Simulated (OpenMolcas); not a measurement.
# One shape, several levels: CuNH2 (SMILES [NH2][Cu])

We compute a comparison of 6 runs (HF/STO-3G, HF/cc-pVTZ, BLYP/6-31G, TPSS/pcseg-2, PBE/cc-pVTZ, SOS-MP2/pc-2) of CuNH2. 

The results are computed with OpenMolcas 26.06.

3 further runs of the same task are left out: 1 that didn't finish, 2 set aside as unsound or not needed.

## 1. The molecule

CuNH2: 4 atoms, total charge 0, spin state singlet. SMILES: `[NH2][Cu]`. Geometry: relaxed at PBE0-D4/def2-TZVP.

Bond lengths: N1–Cu2 1.830 Å, N1–H3 1.019 Å, N1–H4 1.019 Å. Angles: Cu2–N1–H3 107.0°, Cu2–N1–H4 107.0°, H3–N1–H4 104.5°.

## 2. Energy and gradient at HF/STO-3G (run 1)

job.input

```
* CuH2N Hartree-Fock

&GATEWAY
  BASLIB=$CurrDir
  COORD
  4
  angstrom
  N       -0.277300       0.250900       0.117500
  Cu       1.383600      -0.301600       0.652600
  H       -0.862400      -0.581500       0.055500
  H       -0.188400       0.571900      -0.845900
  BASIS=STO-3G
  GROUP=NoSym

&SEWARD

&SCF
  THRESHOLDS=1e-10 1e-07 1e-07 1e-05
  PRORBITALS=1 1

&ALASKA
```

The basis set STO-3G is read from a file made from the Basis Set Exchange's data (not shown).

The run is started by

```sh
$ export MOLCAS_MEM=1860
$ pymolcas job.input > job.log
```

Output:

```text
--- Start Module: gateway ---
[...]
--- Stop Module: gateway /rc=_RC_ALL_IS_WELL_ ---
[...]
      Basis functions           25
[...]
--- Start Module: scf ---
[...]
       Convergence after 259 Iterations
[...]
::    Total SCF energy                              -1675.2109442629
[...]
      Total spin, S                                     0.0000000000
[...]
      Total electronic charge=   38.000000
      Total            charge=   -0.000000
[...]
      Dipole Moment (debye):
      Origin of the operator (angstrom)=    1.0403   -0.1960    0.5309
                   X= -1.5027E+00               Y= -3.1133E-01               Z= -1.5222E+00           Total=  2.1615E+00
      Quadrupole Moment (debye*angstrom):
[...]
--- Stop Module: scf /rc=_RC_ALL_IS_WELL_ ---
[...]
--- Start Module: alaska ---
[...]
 *              Molecular gradients               *
 **************************************************
  Irreducible representation: a
 ------------------------------------------------------------------------------------------
                              X                       Y                       Z
 ------------------------------------------------------------------------------------------
  N1               -6.59617192837167E-02    2.82271026555074E-02   -1.32016248328342E-02
  CU2               3.32422082089856E-02   -1.76733602906056E-02    2.24835315285166E-03
  H3                1.96650049316935E-02    3.75491829992747E-04    1.06183104714364E-03
  H4                1.30545061430213E-02   -1.09292341949001E-02    9.89144063284275E-03
 ------------------------------------------------------------------------------------------
--- Stop Module: alaska /rc=_RC_ALL_IS_WELL_ ---
[...]
```

It took 6.3 s on 1 thread of Arm Neoverse V2, shared host; peak memory 0.37 GiB.

## 3. Energy and forces at HF/cc-pVTZ (run 2)

test.input

```
* CuH2N Hartree-Fock

&GATEWAY
 BasLib=$CurrDir
 BasisSet
 N.cc-pVTZ....
 N1 -0.277300 0.250900 0.117500 angstrom
 End of Basis
 BasisSet
 Cu.cc-pVTZ....
 Cu2 1.383600 -0.301600 0.652600 angstrom
 End of Basis
 BasisSet
 H.cc-pVTZ....
 H3 -0.862400 -0.581500 0.055500 angstrom
 H4 -0.188400 0.571900 -0.845900 angstrom
 End of Basis

&SEWARD

&SCF
 Thresholds=1e-10 1e-07 1e-07 1e-05
 PrOrbitals=1 2

&ALASKA
```

The basis set cc-pVTZ is read from a file made from the Basis Set Exchange's data (not shown).

The run is started by

```sh
$ export MOLCAS_MEM=1860
$ pymolcas test.input > test.log
```

Output:

```text
--- Start Module: gateway ---
[...]
--- Stop Module: gateway /rc=_RC_ALL_IS_WELL_ ---
[...]
      Basis functions          126
[...]
--- Start Module: scf ---
[...]
       Convergence after  17 Iterations
[...]
::    Total SCF energy                              -1694.5717390353
[...]
      Total spin, S                                     0.0000000000
[...]
      Total electronic charge=   38.000000
      Total            charge=   -0.000000
[...]
      Dipole Moment (debye):
      Origin of the operator (angstrom)=    1.0403   -0.1960    0.5309
                   X=  4.0782E+00               Y= -1.9777E+00               Z=  5.1929E-01           Total=  4.5621E+00
      Quadrupole Moment (debye*angstrom):
[...]
--- Stop Module: scf /rc=_RC_ALL_IS_WELL_ ---
[...]
--- Start Module: alaska ---
[...]
 *              Molecular gradients               *
 **************************************************
  Irreducible representation: a
 ------------------------------------------------------------------------------------------
                              X                       Y                       Z
 ------------------------------------------------------------------------------------------
  N1                2.10505114408370E-02    5.35864413405918E-03    2.26015111571525E-02
  CU2              -2.37714003553613E-02    5.81788463912769E-03   -1.03298780945780E-02
  H3               -3.33564673092823E-03   -1.36277868412154E-02    1.48748764364104E-04
  H4                6.05653564533137E-03    2.45125806804158E-03   -1.24203818269337E-02
 ------------------------------------------------------------------------------------------
--- Stop Module: alaska /rc=_RC_ALL_IS_WELL_ ---
[...]
```

Wall time 29 s (1 thread of Arm Neoverse V2, shared host); peak memory 0.85 GiB.

Runs 3 to 4 aren't shown in full; the table further down has their settings and results.

## 4. Energy and forces at PBE/cc-pVTZ (run 5)

struct.xyz

```xyz
4

N     -0.277300     0.250900     0.117500
Cu     1.383600    -0.301600     0.652600
H     -0.862400    -0.581500     0.055500
H     -0.188400     0.571900    -0.845900
```

run.input

```
* CuH2N Kohn-Sham DFT
&gateway
baslib = $CurrDir
coord = struct.xyz
basis = cc-pVTZ
group = NoSym
&seward
gridinput
Grid=UltraFine
End of Grid
&scf
ksdft = PBE
thresholds = 1e-10 1e-07 1e-07 1e-05
prorbitals = 0
&alaska
```

The basis set cc-pVTZ is read from a file made from the Basis Set Exchange's data (not shown).

The run is started by

```sh
$ export MOLCAS_MEM=1860
$ pymolcas run.input > run.log
```

Output:

```text
--- Start Module: gateway ---
[...]
--- Stop Module: gateway /rc=_RC_ALL_IS_WELL_ ---
[...]
      Basis functions          126
[...]
--- Start Module: scf ---
[...]
       Convergence after  18 Iterations
[...]
::    Total KS-DFT energy                           -1696.2190098903
[...]
      Total spin, S                                     0.0000000000
[...]
      Total electronic charge=   38.000000
      Total            charge=   -0.000000
[...]
      Dipole Moment (debye):
      Origin of the operator (angstrom)=    1.0403   -0.1960    0.5309
                   X=  1.7719E+00               Y= -1.0826E+00               Z= -6.0156E-02           Total=  2.0773E+00
      Quadrupole Moment (debye*angstrom):
[...]
--- Stop Module: scf /rc=_RC_ALL_IS_WELL_ ---
[...]
--- Start Module: alaska ---
[...]
 *              Molecular gradients               *
 **************************************************
  Irreducible representation: a
 ------------------------------------------------------------------------------------------
                              X                       Y                       Z
 ------------------------------------------------------------------------------------------
  N1               -4.80687349101316E-03   -4.08787741927519E-03   -8.82325653849558E-03
  CU2               2.41393090806596E-03   -4.89163746999921E-04    1.18212047431321E-03
  H3                3.77917670292582E-03    6.70463784618835E-03    3.70591051018998E-04
  H4               -1.38623412005673E-03   -2.12759667992302E-03    7.27054501315916E-03
 ------------------------------------------------------------------------------------------
--- Stop Module: alaska /rc=_RC_ALL_IS_WELL_ ---
[...]
```

Run time: 51 s. Hardware: 1 thread of Arm Neoverse V2, shared host; peak memory 0.85 GiB.

## 5. The energy at SOS-MP2/pc-2 (RICD fitting) (run 6)

run.inp

```
&GATEWAY
 BASISSET
 N.pc-2....
 N1 -0.277300 0.250900 0.117500 angstrom
 End of Basis
 BASISSET
 Cu.pc-2....
 Cu2 1.383600 -0.301600 0.652600 angstrom
 End of Basis
 BASISSET
 H.pc-2....
 H3 -0.862400 -0.581500 0.055500 angstrom
 H4 -0.188400 0.571900 -0.845900 angstrom
 End of Basis
 RICD
 ACD

&SEWARD

&SCF
 ITERATIONS=58
 CORE
 PRORBITALS=1 1

&MBPT2
 SOSMP2
 FROZEN=0
```

The run is started by

```sh
$ export MOLCAS_MEM=1860
$ pymolcas run.inp > run.log
```

Output:

```text
--- Start Module: gateway ---
[...]
--- Stop Module: gateway /rc=_RC_ALL_IS_WELL_ ---
[...]
      Basis functions          114
[...]
--- Start Module: scf ---
[...]
       Convergence after  21 Iterations
[...]
::    Total SCF energy                              -1694.5458478014
[...]
      Total spin, S                                     0.0000000000
[...]
      Total electronic charge=   38.000000
      Total            charge=   -0.000000
[...]
      Dipole Moment (debye):
      Origin of the operator (angstrom)=    1.0403   -0.1960    0.5309
                   X=  4.2673E+00               Y= -2.1200E+00               Z=  4.7861E-01           Total=  4.7889E+00
      Quadrupole Moment (debye*angstrom):
[...]
--- Stop Module: scf /rc=_RC_ALL_IS_WELL_ ---
[...]
--- Start Module: mbpt2 ---
[...]
WARNING!
Default frozen orbitals as non valence orbitals is overwritten by user input.
Default values:   7
[...]
::    Total MBPT2 energy                            -1695.4435565437
[...]
--- Stop Module: mbpt2 /rc=_RC_ALL_IS_WELL_ ---
[...]
```

Wall time 8.7 s (1 thread of Arm Neoverse V2, shared host).

## 6. All runs side by side

```tsv
run	level	integration grid	integral approximation	energy (Eh)	dipole moment (D) of the reference	HOMO energy (eV)	LUMO energy (eV)	wall time
1	HF/STO-3G	–	none	-1675.210944	2.16	-6.36	3.45	6.3 s
2	HF/cc-pVTZ	–	none	-1694.571739	4.56	-8.62	0.26	29 s
3	BLYP/6-31G	UltraFine	none	-1696.167117	1.80	-3.68	-2.92	7.8 s
4	TPSS/pcseg-2	UltraFine	none	-1696.562995	2.57	-4.81	-2.72	49 s
5	PBE/cc-pVTZ	UltraFine	none	-1696.219010	2.08	-4.88	-3.04	51 s
6	SOS-MP2/pc-2 (RICD fitting)	–	RICD aCD	-1695.443557	4.79	-8.66	0.87	8.7 s
```

## 7. Outcome

```
                                    quantity           value
                         run 6: total energy  -1695.44356 Eh
   run 6: dipole moment (mean-field density)          4.79 D
  run 6: HOMO energy (Hartree–Fock orbitals)        -8.66 eV
  run 6: LUMO energy (Hartree–Fock orbitals)         0.87 eV
run 6: HOMO–LUMO gap (Hartree–Fock orbitals)         9.53 eV
                   run 6: correlation energy      -897.7 mEh
```

Over runs 1, 2, 3, 4, 5 the dipole moment (its size) runs from 1.80 D (BLYP/6-31G) to 4.56 D (HF/cc-pVTZ). The two ends differ in method and basis. Over runs 1, 2, 3, 4, 5 the HOMO–LUMO gap runs from 0.76 eV (BLYP/6-31G) to 9.81 eV (HF/STO-3G). Totals of different functionals can't be ranked against each other. In run 1 the basis is minimal, so the values are rough. All runs together took 2.5 min, the longest 51 s.
